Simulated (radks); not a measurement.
**Sb⁺ in [Kr] 4d9 5s2 5p3: an all-electron calculation**

An exercise on one series of results from a longer session: the logs are not shown, and one member is left open.

The numbers are computed with radks (a radial shooting solver on a logarithmic mesh, Libxc functionals) version 1 (Dirac Kohn-Sham, LDA (Slater exchange, Perdew-Wang correlation), spin-unpolarised, spherical densities, finite nucleus; open shells are shared between the two j in proportion to 2j + 1), except any that are marked as measured or tabulated.

**What is computed**

```
element            : antimony (Z = 51)
charge             : +1
electrons          : 50
configuration      : [Kr] 4d9 5s2 5p3
nuclear rms radius : 4.6802 fm
```

Outer shells as boxes (Hund's rule):

Sb⁺
```
[Kr] core
4d [↑↓][↑↓][↑↓][↑↓][↑ ]
5s [↑↓]
5p [↑ ][↑ ][↑ ]
```

The first run:

Input:

```text
Z 51
configuration [Kr] 4d9 5s2 5p3
relativity Dirac
functional lda,pw
spin unpolarised
j_filling average
nucleus finite rms 4.6802 fm
c 137.035999084
```

Launch:

```sh
python run_ks.py task.json out
```

This one command runs every case of the session in turn.

Among the steps run: Self-consistent calculation.

One table of the session follows, with a row left open; its other results are not shown here.

It belongs to the step «Orbitals and density». Sizes of the orbitals, from the radial functions (bohr):

```
level      <r>  outermost maximum (interpolated)  90 % within  nodes
1s1/2  0.02845                            0.0184       0.0511      0
2s1/2   0.1223                             0.104        0.190      1
2p1/2   0.1033                            0.0798        0.169      0
2p3/2   0.1088                            0.0845        0.177      0
3s1/2   0.3308                             0.300        0.487      2
3p1/2   0.3211                             0.287        0.483      1
3p3/2   0.3325                             0.297        0.499      1
3d3/2   0.3034                             0.242        0.478      0
3d5/2   0.3070                             0.245        0.483      0
4s1/2   0.7871                             0.721         1.14      3
4p1/2   0.8264                             0.743         1.21      2
4p3/2        ?                                 ?            ?      ?
4d3/2   0.9979                             0.834         1.53      1
4d5/2    1.010                             0.843         1.55      1
5s1/2    2.068                              1.81         3.01      4
5p1/2    2.452                              2.09         3.63      3
5p3/2    2.548                              2.17         3.77      3
```

Q: Estimate the row for 4p3/2 from the others.

The run gave: <r>: 0.8551; outermost maximum (interpolated): 0.768; 90 % within: 1.25; nodes: 2. In the column «<r>» it lies between 4p1/2 (0.8264) and 4d3/2 (0.9979).
